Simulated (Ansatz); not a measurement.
**C₂H₈GaN: small, medium and large basis sets**

One table from this session's results is given with a row withheld; the runs are named, their logs left out.

Computed with Ansatz 0.2.0, Gaussian basis. Level: one geometry, several basis sets.

Levels to be run: PBE0-D4/def2-SVP; ωB97M-V/def2-SVP; PBE0-D4/def2-QZVPP; ωB97M-V/def2-QZVPP; the functionals' def2-TZVPP values are taken from earlier runs.

**The geometry**

All runs share one geometry, relaxed beforehand with PBE0-D4 in a triple-zeta def2 set.

12 atoms, charge 0, spin multiplicity 1.

Atoms are counted from 1 here; the program's logs count them from 0.

Bond lengths: C1–N2 1.442 Å, C1–H5 1.098 Å, C1–H6 1.098 Å, C1–H7 1.092 Å, N2–Ga3 1.821 Å, N2–H8 1.008 Å, Ga3–C4 1.962 Å, Ga3–H9 1.566 Å, C4–H10 1.091 Å, C4–H11 1.093 Å, C4–H12 1.093 Å. Angles: N2–C1–H5 112.5°, N2–C1–H6 112.5°, N2–C1–H7 110.0°, H5–C1–H6 107.5°, H5–C1–H7 107.0°, H6–C1–H7 107.0°, C1–N2–Ga3 128.6°, C1–N2–H8 112.9°, Ga3–N2–H8 118.5°, N2–Ga3–C4 118.9°, N2–Ga3–H9 114.7°, C4–Ga3–H9 126.4°, Ga3–C4–H10 112.3°, Ga3–C4–H11 110.2°, Ga3–C4–H12 110.3°, H10–C4–H11 108.3°, H10–C4–H12 108.4°, H11–C4–H12 107.2°.

As a file:

```
C    -1.3200    1.1950    0.4451
N    -0.7965    0.6616   -0.7881
Ga    0.5494   -0.5425   -1.0245
C     1.4657   -1.2635    0.5541
H    -2.3826    0.9595    0.5873
H    -1.2126    2.2853    0.5106
H    -0.7819    0.7691    1.2950
H    -1.2635    1.0269   -1.6030
H     0.8525   -0.8990   -2.5195
H     1.0940   -0.8282    1.4827
H     1.3330   -2.3469    0.6053
H     2.5394   -1.0724    0.4891
```

The first run:

in.yaml

```yaml
crystal:
  periodic: [false, false, false]
  atoms:
    - {symbol: C, position_ang: [-1.320033, 1.195005, 0.445103]}
    - {symbol: N, position_ang: [-0.796462, 0.661576, -0.788108]}
    - {symbol: Ga, position_ang: [0.549411, -0.542475, -1.024526]}
    - {symbol: C, position_ang: [1.465685, -1.263453, 0.554084]}
    - {symbol: H, position_ang: [-2.382554, 0.959486, 0.587290]}
    - {symbol: H, position_ang: [-1.212569, 2.285324, 0.510581]}
    - {symbol: H, position_ang: [-0.781852, 0.769052, 1.295006]}
    - {symbol: H, position_ang: [-1.263491, 1.026893, -1.603031]}
    - {symbol: H, position_ang: [0.852505, -0.898996, -2.519494]}
    - {symbol: H, position_ang: [1.094001, -0.828235, 1.482657]}
    - {symbol: H, position_ang: [1.332959, -2.346873, 0.605251]}
    - {symbol: H, position_ang: [2.539400, -1.072404, 0.489089]}
basis:
  gaussian: {orbitals: def2-SVP}
hamiltonian: {xc: pbe0, dispersion: d4}
output: {orbitals: {seedname: orbitals}}
```

On the command line:

```console
$ ansatz run in.yaml --threads 4 --pin off --events-out ev --progress --plain --max-ram 10444MiB
```

Steps of the session up to this table: PBE0-D4 in def2-SVP; ωB97M-V in def2-SVP; PBE0-D4 in def2-QZVPP; ωB97M-V in def2-QZVPP.

One of the session's tables, all rows but one given; the rest of the session is left out.

It belongs to the step «Functionals by basis». 

| functional | basis | HOMO (eV) | LUMO (eV) |
| --- | --- | --- | --- |
| PBE0-D4 | def2-SVP | -6.45 | -0.16 |
| PBE0-D4 | def2-TZVPP | ? | ? |
| PBE0-D4 | def2-QZVPP | -6.56 | -0.40 |
| ωB97M-V | def2-SVP | -8.76 | 1.55 |
| ωB97M-V | def2-TZVPP | -8.87 | 1.35 |
| ωB97M-V | def2-QZVPP | -8.89 | 1.00 |

Estimate the missing values for PBE0-D4, def2-TZVPP.

**Answer.** HOMO (eV): -6.54; LUMO (eV): -0.30. In the column «HOMO (eV)» it lies between PBE0-D4, def2-QZVPP (-6.56) and PBE0-D4, def2-SVP (-6.45).
